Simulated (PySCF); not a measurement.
# C3H5FSi (SMILES FC1=C([SiH3])C1): levels of theory compared

Aim: a comparison of 4 runs (CCSD(T)/STO-3G, CCSD(T)/3-21G, CCSD(T)/6-31G*, CCSD(T)/6-31+G*) of C3H5FSi. Input form: a Python script.

The results are computed with PySCF 2.14.0.

## (1) Starting point

The species is C3H5FSi (10 atoms), meant as a singlet with charge 0. As SMILES, `FC1=C([SiH3])C1`. The coordinates come from a GFN2-xTB relaxation.

Bond lengths: F1–C2 1.320 Å, C2–C3 1.300 Å, C3–Si4 1.858 Å, C2–C5 1.472 Å, C3–C5 1.546 Å, Si4–H6 1.464 Å, Si4–H7 1.464 Å, Si4–H8 1.462 Å, C5–H9 1.085 Å, C5–H10 1.085 Å. Some angles: F1–C2–C3 149.8°, F1–C2–C5 142.8°, C3–C2–C5 67.4°, C2–C3–Si4 153.4°, C2–C3–C5 61.6°, Si4–C3–C5 145.0°, C2–C5–C3 51.0°, C3–Si4–H6 107.9°, C3–Si4–H7 107.9°, C3–Si4–H8 108.0°.

## (2) A single-point energy at CCSD(T)/STO-3G (run 1)

geometry.xyz

```xyz
10
C3H5FSi
F      1.392790    -1.852490     1.440410
C      0.987680    -0.766100     0.810300
C      0.090070    -0.146110     0.103340
Si    -1.536450    -0.032620    -0.787500
C      1.381480     0.613750     0.482370
H     -2.307890     1.051220    -0.176990
H     -1.259320     0.267260    -2.193210
H     -2.220420    -1.316400    -0.644250
H      2.132410     0.796730    -0.278490
H      1.339670     1.384760     1.244020
```

input.py

```python
from pyscf import gto, cc

system = gto.Mole()
system.atom = 'geometry.xyz'
system.max_memory = 1860
system.basis = 'sto-3g'
system.verbose = 4
system.build()

calc0 = system.RHF()
calc0.conv_tol = 1e-10
calc0.kernel()
if not calc0.converged:
    calc0 = calc0.newton().run(calc0.mo_coeff, calc0.mo_occ)

mycc = cc.CCSD(calc0, frozen=9)
mycc.kernel()
e_t = mycc.ccsd_t()
energy = mycc.e_tot + e_t
print('Final energy', energy)
```

Launch:

```
OMP_NUM_THREADS=1 python input.py
```

Log:

```text
PySCF version 2.14.0

[... 66 lines left out ...]
converged SCF energy = -498.657621368804
[... 12 lines left out ...]
Init t2, MP2 energy = -498.894648652331  E_corr(MP2) -0.237027283527098
[... 12 lines left out ...]
CCSD converged
[... 2 lines left out ...]
Final energy -498.956239007744
```

Run time: 0.92 s. Hardware: 1 thread of Arm Neoverse V2, shared host; peak memory 0.12 GiB.

## (3) A single-point energy at CCSD(T)/3-21G (run 2)

calc.py

```python
from pyscf import gto, scf, cc

system = gto.M(
    atom='''
F      1.392790    -1.852490     1.440410
C      0.987680    -0.766100     0.810300
C      0.090070    -0.146110     0.103340
Si    -1.536450    -0.032620    -0.787500
C      1.381480     0.613750     0.482370
H     -2.307890     1.051220    -0.176990
H     -1.259320     0.267260    -2.193210
H     -2.220420    -1.316400    -0.644250
H      2.132410     0.796730    -0.278490
H      1.339670     1.384760     1.244020
''',
    spin=0,
    max_memory=1860,
    verbose=3,
    basis='3-21g',
    charge=0,
)

hf = scf.RHF(system)
hf.conv_tol = 1e-10
hf.kernel()
if not hf.converged:
    hf = hf.newton().run(hf.mo_coeff, hf.mo_occ)

mycc = cc.CCSD(hf, frozen=9)
mycc.kernel()
e_t = mycc.ccsd_t()
e_final = mycc.e_tot + e_t
print(f'total energy: {e_final:.8f} hartree')
```

Launch:

```
OMP_NUM_THREADS=1 python calc.py
```

Log:

```text
converged SCF energy = -502.038604198928
E(CCSD) = -502.5175398625507  E_corr = -0.4789356636228593
CCSD(T) correction = -0.0145822071302175
total energy: -502.53212207 hartree
```

It took 5.7 s on 1 thread of Arm Neoverse V2, shared host; peak memory 0.18 GiB.

## (4) A single-point energy at CCSD(T)/6-31G(d) (spherical functions) (run 3)

run.py

```python
from pyscf import gto, cc

mol = gto.M(
    atom='''
F      2.631992    -3.500699     2.721980
C      1.866445    -1.447719     1.531245
C      0.170208    -0.276108     0.195284
Si    -2.903470    -0.061643    -1.488159
C      2.610619     1.159819     0.911547
H     -4.361280     1.986518    -0.334463
H     -2.379770     0.505048    -4.144566
H     -4.195986    -2.487635    -1.217456
H      4.029671     1.505601    -0.526270
H      2.531609     2.616817     2.350857
''',
    verbose=3,
    unit='bohr',
    basis='6-31g*',
    max_memory=1860,
)

calc0 = mol.RHF()
calc0.conv_tol = 1e-10
calc0.kernel()
if not calc0.converged:
    calc0 = calc0.newton().run(calc0.mo_coeff, calc0.mo_occ)

mycc = cc.CCSD(calc0, frozen=9)
mycc.kernel()
e_t = mycc.ccsd_t()
e_tot = mycc.e_tot + e_t
print('E = %.10f Eh' % e_tot)
```

Launch:

```
OMP_NUM_THREADS=1 python run.py
```

Log:

```text
converged SCF energy = -504.75251247993
E(CCSD) = -505.4143777067376  E_corr = -0.6618652268080514
CCSD(T) correction = -0.0232878883464597
E = -505.4376655951 Eh
```

Wall time 27 s (1 thread of Arm Neoverse V2, shared host); peak memory 0.41 GiB.

## (5) A single-point energy at CCSD(T)/6-31+G(d) (spherical functions) (run 4)

input.py

```python
from pyscf import gto, cc

mol = gto.M(
    atom='''
F        1.392790      -1.852490       1.440410
C        0.987680      -0.766100       0.810300
C        0.090070      -0.146110       0.103340
Si      -1.536450      -0.032620      -0.787500
C        1.381480       0.613750       0.482370
H       -2.307890       1.051220      -0.176990
H       -1.259320       0.267260      -2.193210
H       -2.220420      -1.316400      -0.644250
H        2.132410       0.796730      -0.278490
H        1.339670       1.384760       1.244020
''',
    verbose=3,
    spin=0,
    charge=0,
    max_memory=1860,
    basis='6-31+g*',
)

hf = mol.RHF()
hf.conv_tol = 1e-10
hf.kernel()
if not hf.converged:
    hf = hf.newton().run(hf.mo_coeff, hf.mo_occ)

mycc = cc.CCSD(hf, frozen=9)
mycc.kernel()
e_t = mycc.ccsd_t()
etot = mycc.e_tot + e_t
print('E(%s) = %.9f' % ('CCSD(T)', etot))
```

Launch:

```
OMP_NUM_THREADS=1 python input.py
```

Log:

```text
converged SCF energy = -504.760818147907
E(CCSD) = -505.4312847981986  E_corr = -0.6704666502917187
CCSD(T) correction = -0.024548140143897
E(CCSD(T)) = -505.455832938
```

Run time: 77 s. Hardware: 1 thread of Arm Neoverse V2, shared host; peak memory 0.75 GiB.

## (6) All runs side by side

```tsv
run	level	energy (Eh)	dipole moment (D) of the reference	HOMO energy (eV)	LUMO energy (eV)	wall time
1	CCSD(T)/STO-3G	-498.956239	1.27	-7.46	8.71	0.92 s
2	CCSD(T)/3-21G	-502.532122	1.17	-9.82	3.90	5.7 s
3	CCSD(T)/6-31G* (spherical functions)	-505.437666	1.04	-9.74	3.88	27 s
4	CCSD(T)/6-31+G* (spherical functions)	-505.455833	1.31	-9.89	1.46	77 s
```

## (7) Outcome

| quantity | value |
| --- | --- |
| run 4: total energy | -505.45583 Eh |
| run 4: dipole moment (Hartree–Fock density) | 1.31 D |
| run 4: HOMO energy (Hartree–Fock orbitals) | -9.89 eV |
| run 4: LUMO energy (Hartree–Fock orbitals) | 1.46 eV |
| run 4: HOMO–LUMO gap (Hartree–Fock orbitals) | 11.35 eV |
| run 4: correlation energy (9 core orbitals frozen) | -695.0 mEh |
| run 4: (T) correction | -24.55 mEh |
| run 4: T1 diagnostic | 0.014 |

In run 1 the basis is minimal, so the values are rough. All runs together took 1.9 min, the longest 77 s.
